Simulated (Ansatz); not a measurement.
# LaInPt: the cost of one run

Computed with Ansatz 0.2.0 (DFT PBEsol, scalar-relativistic, plane waves, PAW).

### Step 1. The starting structure

The structure is hexagonal, space group P-62m (No. 189). The conventional cell has a = 7.743 Å, b = 7.743 Å, c = 4.221 Å, α = 90.00°, β = 90.00°, γ = 120.00°. La (site symmetry m2m) has 5 Pt at 3.15 to 3.19 Å and 6 In at 3.38 to 3.49 Å as nearest neighbours. In (site symmetry m2m) is surrounded by 4 Pt at 2.84 to 2.98 Å. Pt (site symmetry -6) has 3 In at 2.98 Å and 6 La at 3.15 Å as nearest neighbours. Pt (site symmetry -62m) has 6 In at 2.84 Å and 3 La at 3.19 Å as nearest neighbours.

Structure file:

```cif
data_structure
_symmetry_space_group_name_H-M 'P 1'
_symmetry_Int_Tables_number 1
_cell_length_a 7.7428
_cell_length_b 7.7428
_cell_length_c 4.2214
_cell_angle_alpha 90.000
_cell_angle_beta 90.000
_cell_angle_gamma 120.000
_cell_volume 219.17
loop_
_atom_site_label
_atom_site_type_symbol
_atom_site_fract_x
_atom_site_fract_y
_atom_site_fract_z
_atom_site_occupancy
La1 La 0.41260 0.41260 0.50000 1
La2 La 0.00000 0.58740 0.50000 1
La3 La 0.58740 0.00000 0.50000 1
In1 In 0.75368 0.75368 0.00000 1
In2 In 0.24632 0.00000 0.00000 1
In3 In 0.00000 0.24632 0.00000 1
Pt1 Pt 0.66667 0.33333 0.00000 1
Pt2 Pt 0.33333 0.66667 0.00000 1
Pt3 Pt 0.00000 0.00000 0.50000 1
```

It goes back to an entry of the Materials Project.

This cell was relaxed beforehand with the same method: volume 24.35 Å³/atom, gap on the mesh none (metal).

### Step 2. Relaxing with PBEsol

The input, input.yaml:

```yaml
crystal:
  lattice:
    - [7.7428127906, 0.0, 0.0]
    - [-3.8714063953, 6.7054725734, 0.0]
    - [0.0, 0.0, 4.2213738727]
  atoms:
    - { symbol: La, position: [0.4125968319, 0.4125968319, 0.5] }
    - { symbol: La, position: [0.0, 0.5874031681, 0.5] }
    - { symbol: La, position: [0.5874031681, 0.0, 0.5] }
    - { symbol: In, position: [0.7536780807, 0.7536780807, 0.0] }
    - { symbol: In, position: [0.2463219193, 0.0, 0.0] }
    - { symbol: In, position: [0.0, 0.2463219193, 0.0] }
    - { symbol: Pt, position: [0.6666666667, 0.3333333333, 0.0] }
    - { symbol: Pt, position: [0.3333333333, 0.6666666667, 0.0] }
    - { symbol: Pt, position: [0.0, 0.0, 0.5] }
basis:
  ecutwfc: 420
kpoints:
  mp_grid: { grid: [6, 6, 8] }
hamiltonian:
  xc: pbesol
scf:
  occupations: { method: gaussian, width: 0.1 }
output:
  forces: true
  stress: true
  eigenvalues: true
relax:
  adjacent_minimum: "off"
  f_tol: 0.005
  max_steps: 50
  cell: { stress_tol: 0.05 }
```

Run with:

```
ansatz run input.yaml --threads 4 --pin off --max-ram 10240MiB --backend cpu --events-out ev --progress --plain --runs-dir out
```

What time and memory should one allow on 4 threads of Intel Xeon at 2.50GHz (Skylake/Cascade Lake), shared host?

About 3.1 min, with a peak of 0.99 GiB.
